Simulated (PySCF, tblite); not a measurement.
# C8H17P: geometry, infrared bands and NMR shifts

Aim: predict the infrared bands and NMR shifts of C8H17P (`CCC1CP(C(C)C)C1`).

The runs use tblite 0.8.0 and PySCF 2.14.0, with density-fitted response routines of our own; the level of theory stands in each step. All values are computed, except where a source is named. Atoms count from 0, in the outputs and in this text.

**1. Starting geometry**

26 atoms, charge 0, multiplicity 1; geometry from: force field or distance geometry start.

Bonds of the start (Å): C0–C1 1.51, C1–C2 1.54, C2–C3 1.57, C3–P4 1.84, P4–C5 1.85, C5–C6 1.53, C5–C7 1.54, P4–C8 1.83, C8–C2 1.56, C0–H9 1.09, C0–H10 1.09, C0–H11 1.11, C1–H12 1.08, C1–H13 1.10, C2–H14 1.10, C3–H15 1.09, C3–H16 1.08, C5–H17 1.09, C6–H18 1.10, C6–H19 1.11, C6–H20 1.09, C7–H21 1.10, C7–H22 1.09, C7–H23 1.08, C8–H24 1.09, C8–H25 1.10.

**2. Relaxing the molecule with GFN2-xTB**

The job: settings as JSON, then the geometry in Å.

```
{"job": {"kind": "relax", "xc": "GFN2-xTB", "basis": "xTB"}, "charge": 0, "multiplicity": 1}
C     -3.398600     0.827000     0.544800
C     -2.701700    -0.411300     0.031000
C     -1.170000    -0.261700     0.153500
C     -0.529300     0.778900    -0.832900
P      0.909500    -0.339400    -1.057200
C      1.935200     0.013000     0.443700
C      2.903400    -1.143000     0.709100
C      2.739900     1.313400     0.261200
C     -0.368900    -1.472700    -0.408400
H     -3.142900     1.706900    -0.045600
H     -3.145400     1.036000     1.585900
H     -4.495900     0.695200     0.489700
H     -2.996900    -0.608100    -0.987000
H     -3.015700    -1.278400     0.633500
H     -0.925000    -0.046900     1.203800
H     -0.284600     1.745900    -0.384500
H     -1.051200     0.908200    -1.772100
H      1.300000     0.127800     1.327000
H      2.364100    -2.080200     0.897900
H      3.515900    -0.942300     1.607900
H      3.583700    -1.303000    -0.123700
H      2.070900     2.170400     0.103800
H      3.417000     1.257700    -0.590600
H      3.334600     1.513000     1.143300
H     -0.009500    -2.180500     0.333500
H     -0.860000    -2.003200    -1.232100
```

Started as:

```console
$ OMP_NUM_THREADS=1 python probes_run.py task.json out
```

One launch serves the whole session: the jobs run in the order shown.

**Question.** This job is followed by: GFN2-xTB harmonic vibrations, gas phase; GIAO PBE0/pcSseg-1 NMR shielding, non-relativistic, gas phase. What will the session give for the following? strongest single infrared mode (GFN2-xTB); zero-point energy (GFN2-xTB); 13C shifts against TMS (PBE0/pcSseg-1, means over atoms taken as alike); 1H shifts against TMS (PBE0/pcSseg-1, means over atoms taken as alike); 31P shifts against H3PO4 (PBE0/pcSseg-1).

The runs gave:

| quantity | value |
| --- | --- |
| strongest single infrared mode (GFN2-xTB) | 3012 cm⁻¹, 104 km/mol |
| zero-point energy (GFN2-xTB) | 145.1 kcal/mol |
| 13C shifts against TMS (PBE0/pcSseg-1, means over atoms taken as alike) | 42.0, 38.3, 33.7, 27.4, 20.9, 13.0 ppm |
| 1H shifts against TMS (PBE0/pcSseg-1, means over atoms taken as alike) | 2.83, 2.17, 1.70, 1.62, 1.42, 1.17, 0.87 ppm |
| 31P shifts against H3PO4 (PBE0/pcSseg-1) | -14.3 ppm |

In words: Relaxing lowered the energy by 0.221 eV in 78 steps; the close pair that moved most is P4–C8, from 1.827 to 1.879 Å. All 72 modes are real, so the xTB geometry is a minimum. The strongest single mode, at 3012 cm⁻¹, moves mainly H19 and H23. GFN2-xTB is a fitted tight-binding method: band positions and strengths are rough. Its intensities can rank the bands wrongly. At PBE0/pcSseg-1: Shielding is most anisotropic at P4 (span 86 ppm, paramagnetic term -635 ppm).
